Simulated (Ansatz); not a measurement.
# SnH₄Se₂: one species, many methods

How much do the methods differ for SnH₄Se₂? The plan is to run it at one geometry with functionals of several rungs and with coupled cluster. The yardstick is the atomisation energy at the CCSD(T) limit.

The runs use Ansatz 0.2.0, Gaussian basis; functionals in def2-TZVPP, the program's frozen cores in correlated methods.

The runs, in order: LDA (SPW92), PBE-D4, revPBE-D4, BLYP-D4, r2SCAN-D4, B97M-V, PBE0-D4, B3LYP-D4, r2SCANh-D4, r2SCAN0-D4, HSE06-D4, BHLYP-D4, CAM-B3LYP-D4, LC-ωPBE, ωB97X-V, ωB97M-V, B2PLYP, PBE-QIDH; CCSD(T)/def2-SVP; CCSD(T)/def2-TZVPP; MP2/def2-QZVPP; extrapolation to the limit; RPA on PBE.

1 further run of the same task is left out (for a known fault of the program).

## Step 1: Structure used throughout

The geometry comes from an earlier relaxation with PBE0-D4 in a triple-zeta def2 set; it is a stationary point, not always the lowest conformer. Sn takes the def2 core potential; no spin-orbit term is included.

SMILES `[SeH][SnH2][SeH]`, 7 atoms, charge 0, spin multiplicity 1.

Atoms are counted from 1 here; the program's logs count them from 0.

Bond lengths: Se1–Sn2 2.531 Å, Se1–H4 1.469 Å, Sn2–Se3 2.531 Å, Sn2–H5 1.704 Å, Sn2–H6 1.701 Å, Se3–H7 1.469 Å. Angles: Sn2–Se1–H4 91.6°, Se1–Sn2–Se3 112.8°, Se1–Sn2–H5 108.6°, Se1–Sn2–H6 106.4°, Se3–Sn2–H5 109.0°, Se3–Sn2–H6 106.0°, H5–Sn2–H6 114.1°, Sn2–Se3–H7 91.7°.

## Step 2: LDA

This LDA is Slater exchange with PW92 correlation.

Contents of in.yaml:

```yaml
crystal:
  periodic: [false, false, false]
  atoms:
    - {symbol: Se, position_ang: [-2.141588, -0.493210, -0.579724]}
    - {symbol: Sn, position_ang: [-0.085798, 0.460465, 0.546598]}
    - {symbol: Se, position_ang: [1.780143, -1.232778, 0.781984]}
    - {symbol: H, position_ang: [-1.539957, -0.331154, -1.909724]}
    - {symbol: H, position_ang: [0.475914, 1.779170, -0.374673]}
    - {symbol: H, position_ang: [-0.551348, 0.868115, 2.131114]}
    - {symbol: H, position_ang: [2.123934, -1.118708, -0.641377]}
basis:
  gaussian: {orbitals: def2-TZVPP}
hamiltonian: {xc: lda}
output: {orbitals: {seedname: orbitals}}
```

Started as:

```sh
> ansatz run in.yaml --threads 4 --pin off --events-out ev --progress --plain --max-ram 10444MiB
```

The runs that follow: PBE-D4 (GGA); revPBE-D4 (GGA); BLYP-D4 (GGA); r2SCAN-D4 (meta-GGA); B97M-V (meta-GGA); B3LYP-D4 (hybrid); r2SCANh-D4 (hybrid); r2SCAN0-D4 (hybrid); HSE06-D4 (hybrid); BHLYP-D4 (hybrid); CAM-B3LYP-D4 (range-separated); LC-ωPBE (range-separated); ωB97X-V (range-separated); ωB97M-V (range-separated); B2PLYP (double hybrid); PBE-QIDH (double hybrid); CCSD(T) in def2-SVP; CCSD(T) in def2-TZVPP; MP2 in def2-QZVPP; RPA on PBE orbitals.

Before running them: what should the planned runs give, taken together? Wanted: atomisation energy, CCSD(T)/CBS; farthest beyond LDA; mean size of error, GGA; mean size of error, meta-GGA; mean size of error, hybrid; mean size of error, range-separated; mean size of error, double hybrid; gap, smallest and largest; T1 diagnostic.

**Answer**, as computed:

| quantity | value |
| --- | --- |
| atomisation energy, CCSD(T)/CBS | 407.8 kcal/mol |
| functionals within 4.1 kcal/mol (1.0 %) | B97M-V, ωB97X-V |
| farthest beyond LDA | LC-ωPBE (-22.4 kcal/mol) |
| mean size of error, GGA | 13.8 kcal/mol |
| mean size of error, meta-GGA | 5.0 kcal/mol |
| mean size of error, hybrid | 13.4 kcal/mol |
| mean size of error, range-separated | 12.7 kcal/mol |
| mean size of error, double hybrid | 17.2 kcal/mol |
| gap, smallest and largest | 3.57 eV (BLYP-D4), 10.27 eV (LC-ωPBE) |
| T1 diagnostic | 0.0104 |
| triples share of the correlation energy | 3.3 % |

**Reading.** LDA overbinds by 55.1 kcal/mol (14 %). PBE-D4 misses by -8.2 kcal/mol. Double hybrids carry the basis error of their MP2 part in triple zeta, and no dispersion term here, so their miss is partly the set-up's. Taken by rung, meta-GGA functionals do best (5.0 kcal/mol on average) and double hybrid ones worst beyond LDA (17.2 kcal/mol). Misses under about 4.1 kcal/mol are within the doubt on the reference itself, which lacks core-valence correlation, spin-orbit coupling and higher excitations, and its outer-core shells are covered unevenly. All levels share the lack of spin-orbit coupling, which lowers the free heavy atoms and so the true binding. Hartree-Fock recovers 66 % of the binding; the rest is correlation. CCSD(T) in def2-SVP is off by -43.2 kcal/mol, so the small basis spoils what the method gains. The gap grows from 3.6 to 10.3 eV across the functionals, mostly with the share of exact exchange. Correlated methods include outer-core shells of Se, Sn, which these sets cover unevenly.
